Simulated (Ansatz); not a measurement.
# C8H16: taking an electron away

The task here is to estimate one member of a computed series from the others.

Computed with Ansatz 0.2.0, Gaussian basis. Level: unrestricted cation, the program's frozen cores in correlated methods.

Levels to be run: UKS PBE-D4/def2-TZVPP; UKS r2SCAN-D4/def2-TZVPP; UKS PBE0-D4/def2-TZVPP; UKS B3LYP-D4/def2-TZVPP; UKS wB97X-V/def2-TZVPP; UKS wB97M-V/def2-TZVPP; UKS B2PLYP/def2-TZVPP; UHF-MP2/def2-TZVPP; UHF-MP2/def2-QZVPP; then −ε(HOMO) from the neutral's earlier runs with LDA (SPW92), PBE-D4, revPBE-D4, BLYP-D4, r2SCAN-D4, B97M-V, PBE0-D4, B3LYP-D4, r2SCANh-D4, r2SCAN0-D4, HSE06-D4, BHLYP-D4, CAM-B3LYP-D4, LC-ωPBE, ωB97X-V, ωB97M-V.

1 further run of the same task is left out (it didn't finish).

## The geometry

The geometry comes from an earlier relaxation with PBE0-D4 in a triple-zeta def2 set; it is a stationary point, not always the lowest conformer.

24 atoms, charge 0, spin multiplicity 1.

Atoms are counted from 1 here; the program's logs count them from 0.

Bond lengths: C1–C2 1.497 Å, C1–H9 1.086 Å, C1–H10 1.096 Å, C1–H11 1.095 Å, C2–C3 1.499 Å, C2–C4 1.334 Å, C3–H12 1.096 Å, C3–H13 1.091 Å, C3–H14 1.096 Å, C4–C5 1.517 Å, C4–H15 1.089 Å, C5–C6 1.531 Å, C5–C7 1.530 Å, C5–C8 1.531 Å, C6–H16 1.094 Å, C6–H17 1.093 Å, C6–H18 1.090 Å, C7–H19 1.093 Å and more. Angles: C2–C1–H9 113.9°, C2–C1–H10 110.1°, C2–C1–H11 110.1°, H9–C1–H10 108.0°, H9–C1–H11 108.0°, H10–C1–H11 106.3°, C1–C2–C3 113.5°, C1–C2–C4 126.3°, C3–C2–C4 120.1°, C2–C3–H12 110.9°, C2–C3–H13 111.9°, C2–C3–H14 110.9°, H12–C3–H13 108.3°, H12–C3–H14 106.4°, H13–C3–H14 108.3°, C2–C4–C5 130.5°, C2–C4–H15 115.5°, C5–C4–H15 114.0° and more.

As a file:

```xyz
24
charge 0, multiplicity 1
C    -0.25098   -2.08065   -0.68926
C     0.87572   -1.19506   -0.25636
C     2.21381   -1.86996   -0.28777
C     0.77649    0.07755    0.13100
C    -0.43715    0.98054    0.24963
C    -1.43676    0.44337    1.27788
C     0.04747    2.34783    0.73564
C    -1.12362    1.18020   -1.10464
H    -1.22565   -1.60220   -0.65589
H    -0.08207   -2.43319   -1.71276
H    -0.29140   -2.97537   -0.05842
H     2.22306   -2.75007    0.36487
H     3.01389   -1.20009    0.02971
H     2.44650   -2.22926   -1.29645
H     1.71376    0.55700    0.41010
H    -2.27115    1.14163    1.39573
H    -0.95742    0.32114    2.25217
H    -1.84948   -0.52373    0.98896
H    -0.79061    3.04189    0.83992
H     0.76128    2.78298    0.03076
H     0.54112    2.26517    1.70787
H    -0.41873    1.58076   -1.83719
H    -1.52636    0.25041   -1.50743
H    -1.95173    1.88910   -1.00805
```

Set-up of the first run:

The input, in.yaml:

```yaml
crystal:
  periodic: [false, false, false]
  atoms:
    - {symbol: C, position_ang: [-0.250978, -2.080645, -0.689257]}
    - {symbol: C, position_ang: [0.875715, -1.195058, -0.256362]}
    - {symbol: C, position_ang: [2.213810, -1.869957, -0.287771]}
    - {symbol: C, position_ang: [0.776486, 0.077548, 0.130998]}
    - {symbol: C, position_ang: [-0.437147, 0.980545, 0.249626]}
    - {symbol: C, position_ang: [-1.436762, 0.443368, 1.277876]}
    - {symbol: C, position_ang: [0.047471, 2.347827, 0.735640]}
    - {symbol: C, position_ang: [-1.123617, 1.180197, -1.104640]}
    - {symbol: H, position_ang: [-1.225653, -1.602201, -0.655894]}
    - {symbol: H, position_ang: [-0.082066, -2.433193, -1.712762]}
    - {symbol: H, position_ang: [-0.291396, -2.975367, -0.058418]}
    - {symbol: H, position_ang: [2.223055, -2.750065, 0.364870]}
    - {symbol: H, position_ang: [3.013886, -1.200088, 0.029709]}
    - {symbol: H, position_ang: [2.446501, -2.229255, -1.296446]}
    - {symbol: H, position_ang: [1.713760, 0.557001, 0.410098]}
    - {symbol: H, position_ang: [-2.271154, 1.141627, 1.395731]}
    - {symbol: H, position_ang: [-0.957420, 0.321140, 2.252168]}
    - {symbol: H, position_ang: [-1.849482, -0.523730, 0.988962]}
    - {symbol: H, position_ang: [-0.790608, 3.041888, 0.839924]}
    - {symbol: H, position_ang: [0.761285, 2.782983, 0.030757]}
    - {symbol: H, position_ang: [0.541125, 2.265169, 1.707872]}
    - {symbol: H, position_ang: [-0.418728, 1.580760, -1.837188]}
    - {symbol: H, position_ang: [-1.526357, 0.250409, -1.507426]}
    - {symbol: H, position_ang: [-1.951726, 1.889098, -1.008050]}
basis:
  gaussian: {orbitals: def2-TZVPP}
total_charge: 1
magnetization: {spin_polarized: true, initial_magnetization: 1}
hamiltonian: {xc: pbe, dispersion: d4}
```

Run with:

```sh
$ ansatz run in.yaml --threads 5 --pin off --events-out ev --progress --plain --max-ram 66560MiB --backend cuda --devices 0, --max-vram 37GiB
```

Steps of the session up to this table: Cation, UKS PBE-D4/def2-TZVPP; Cation, UKS r2SCAN-D4/def2-TZVPP; Cation, UKS PBE0-D4/def2-TZVPP; Cation, UKS B3LYP-D4/def2-TZVPP; Cation, UKS wB97X-V/def2-TZVPP; Cation, UKS wB97M-V/def2-TZVPP; Cation, UKS B2PLYP (frozen core)/def2-TZVPP; Cation, UHF-MP2/def2-TZVPP; Cation, UHF-MP2/def2-QZVPP.

One table of the session follows, with a row left open; its other results are not shown here.

For comparison, −ε(HOMO) of the neutral from earlier runs:

| functional | −ε(HOMO) (eV) |
| --- | --- |
| LDA (SPW92) | 5.72 |
| PBE-D4 | 5.57 |
| revPBE-D4 | 5.51 |
| BLYP-D4 | 5.43 |
| r2SCAN-D4 | 5.74 |
| B97M-V | 5.81 |
| PBE0-D4 | 6.65 |
| B3LYP-D4 | 6.46 |
| r2SCANh-D4 | 6.15 |
| r2SCAN0-D4 | ? |
| HSE06-D4 | 6.26 |
| BHLYP-D4 | 7.61 |
| CAM-B3LYP-D4 | 7.96 |
| LC-ωPBE | 9.31 |
| ωB97X-V | 8.96 |
| ωB97M-V | 8.87 |

Q: Estimate the row for r2SCAN0-D4 from the others.

Worked estimate for «−ε(HOMO) (eV)». Against the share of exact exchange, r2SCAN-D4 (0, 5.74), r2SCANh-D4 (0.1, 6.15) give a slope of 4.10 per unit share; at 0.25 the line stands at 6.76.

The run gave: −ε(HOMO) (eV): 6.77. In «−ε(HOMO) (eV)» the line misses by -0.01.
